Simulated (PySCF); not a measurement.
# ClGeH5Si: the cost of one run

Programs: PySCF 2.14.0. All values are calculated, for the isolated system unless a continuum is named. Atoms count from 0, parts from 1.

## (1) The system as given

Each species was relaxed by itself at PBE0-D3(BJ)/def2-SVPD.

## (2) Reaction energy: wB97M-D3(BJ)/def2-TZVPD

Job settings and geometry (Å):

```
{"job": {"kind": "react", "xc": "wB97M-D3(BJ)", "basis": "def2-TZVPD"}, "charge": 0, "multiplicity": 1}
-1 ClGeH3 charge 0 multiplicity 1
Cl     2.078180    -0.036020    -0.054750
Ge    -0.097180     0.004660     0.063830
H     -0.513190     1.474560    -0.043790
H     -0.613790    -0.830790    -1.111030
H     -0.472320    -0.605480     1.417430

-1 H2Si charge 0 multiplicity 1
Si     0.623150    -0.064380    -0.359110
H     -0.322880     1.106100    -0.066070
H     -0.283750    -1.033850     0.408060

+1 ClGeH5Si charge 0 multiplicity 1
Si    -0.673940     0.862780    -0.399260
Ge     0.817110    -0.932380     0.074690
Cl     0.851450    -1.115440     2.260010
H     -0.153860     2.100180     0.249090
H     -2.022470     0.522470     0.136870
H     -0.752230     1.061520    -1.877960
H      2.275120    -0.675430    -0.337620
H      0.352400    -2.302350    -0.444020
```

With the program's defaults for keys left out, this is: wB97M-D3(BJ)/def2-TZVPD reaction energy of separated species, gas phase.

Run with:

```console
$ OMP_NUM_THREADS=1 python cluster_run.py task.json out
```

One launch serves the whole session: the jobs run in the order shown.

**Question.** How long does this first job take on 1 thread of Arm Neoverse V2, shared host, and how much memory does it need?

About 14 s, with a peak of 0.69 GiB.
